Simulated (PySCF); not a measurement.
# Towards the basis-set limit for HfO

What constants does extrapolated CCSD(T) give for HfO, and what does each step add?

Method: CCSD(T) on RHF, scalar-relativistic core potentials; program: PySCF 2.14.0.

### Step 1. Set-up

| Item | Value |
| --- | --- |
| molecule | HfO |
| state | singlet, unpaired electrons none |
| smaller basis | Hf cc-pVTZ-PP with ECP60, O cc-pVTZ |
| larger basis | Hf cc-pVQZ-PP with ECP60, O cc-pVQZ |
| frozen core orbitals | 5 |
| extrapolation | correlation as n⁻³ (n = 3, 4), Hartree–Fock as (n+1)·exp(−9√n) |
| corrections | core–valence correlation |
| distances (Å) | 1.5163, 1.5852, 1.6541, 1.7230, 1.7920, 1.8781, 1.9643 |
| masses (u) | 179.9465, 15.9949 |
| dissociation limit | Hf + O |

Command:

```
$ OMP_NUM_THREADS=4 python comp.py task.json out
```

### Step 2. Coupled cluster at each distance

Before running it: what results should come out? Wanted: for each run, Re; ωe; ωexe; αe; De.

**Answer**, as computed:

```csv
level,Re (Å),ωe (cm⁻¹),ωexe (cm⁻¹),αe (cm⁻¹),De (eV)
CCSD(T)/cc-pVTZ(-PP),1.7402,951.0,2.88,0.00158,8.433
CCSD(T)/cc-pVQZ(-PP),1.7391,952.9,2.93,0.00155,8.565
HF/CBS,1.6918,1055.0,2.55,0.00142,4.933
MP2/CBS,1.7390,948.1,3.05,0.00162,9.457
CCSD/CBS,1.7265,988.3,2.54,0.00141,8.185
CCSD(T)/CBS,1.7399,952.3,2.91,0.00153,8.646
CCSD(T)/CBS+CV,1.7216,970.1,3.06,0.00166,8.805
```

The last step gives Re = 1.7216 Å, ωe = 970.1 cm⁻¹ and De = 8.805 eV; the smaller basis alone is off from it by +18.6 mÅ and -0.37 eV. Near the minimum the mean field binds by 4.91 eV and correlation adds 3.73 eV of binding. T1 is 0.032. Spin–orbit coupling and excitations beyond (T) are left out.
